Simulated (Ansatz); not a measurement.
Run this with the Ansatz DFT code, driven from Python and show what comes out.

`c2h8asn.xyz`
```text
12

C    -0.04920    1.79610   -0.25220
C    -0.53580    0.38850   -0.11620
As    0.99550   -0.80510   -0.29090
N     0.11050   -2.30270    0.32360
H    -0.97990    2.49960   -0.19400
H     0.63010    2.12010    0.53100
H     0.39960    1.99990   -1.25370
H    -0.97110    0.26270    0.87020
H    -1.26220    0.15630   -0.86730
H     1.52710   -0.46670    1.19030
H    -0.53760   -2.64820   -0.46450
H     0.74990   -3.05570    0.55760
```

Script `c2h8asn_energy.py`:
```python
# -*- coding: utf-8 -*-
"""Electronic structure of the C2H8AsN molecule."""

from pathlib import Path

import ansatz as az

mol = az.Crystal.molecule_from_extxyz("c2h8asn.xyz")

calculation = mol.calculation().basis(gaussian="def2-SVP").correlation("MP2").orbitals()
result = calculation.run(runs_dir="c2h8asn_runs")
summary = result.report

for key in ("converged", "free_energy_ev", "reference_energy_ev", "n_frozen", "n_occupied", "n_virtual"):
    print(f"{key:22s} {summary[key]}")

print("correlation energy", round(summary["free_energy_ev"] - summary["reference_energy_ev"], 5), "eV")
cluster = summary["correlation"].get("coupled_cluster")
if cluster:
    print("cycles", cluster["cycles"], " T1 diagnostic", round(cluster["t1_diagnostic"], 4), " largest double", round(cluster["largest_double"], 4))

lines = Path(summary["orbitals_path"]).read_text().splitlines()
field_of = lambda key: [line.split("=")[1].strip() for line in lines if line.startswith(key)]
orbitals = [(27.211386 * float(e), s, float(n)) for e, s, n in zip(field_of("Ene="), field_of("Spin="), field_of("Occup="))]
homo = max(e for e, _, n in orbitals if n > 0.5)
lumo = min(e for e, _, n in orbitals if n < 0.5)
print(f"HOMO {homo:.3f} eV, LUMO {lumo:.3f} eV, gap {lumo - homo:.3f} eV")
```

Running `python c2h8asn_energy.py` prints:
```text
converged              True
free_energy_ev         -64473.02327863302
reference_energy_ev    -64453.81581813794
n_frozen               12
n_occupied             [18, 18]
n_virtual              [84, 84]
correlation energy -19.20746 eV
HOMO -8.792 eV, LUMO 3.734 eV, gap 12.525 eV
```

Caveats:
- Total energies depend on the basis set; only differences at equal settings carry meaning.
- The geometry is a force-field or estimated start, not a minimum of this method, and the basis set is short of its limit.
- Levels such as HOMO and LUMO are orbital energies: in Hartree-Fock the gap is too wide and the LUMO hangs on the basis.
- Inner cores stay frozen; a filled d shell under the valence of the heavier atoms is correlated with it.
- It ran for 4 s on 1 thread of Intel(R) Xeon(R) Platinum 8259CL CPU @ 2.50GHz (Skylake/Cascade Lake), with other jobs on the host, peak memory 0.28 GiB.

(A comment or docstring line of the script was reworded after the run, the code is as it ran; lines on the test bed's own set-up are left out of the output.)
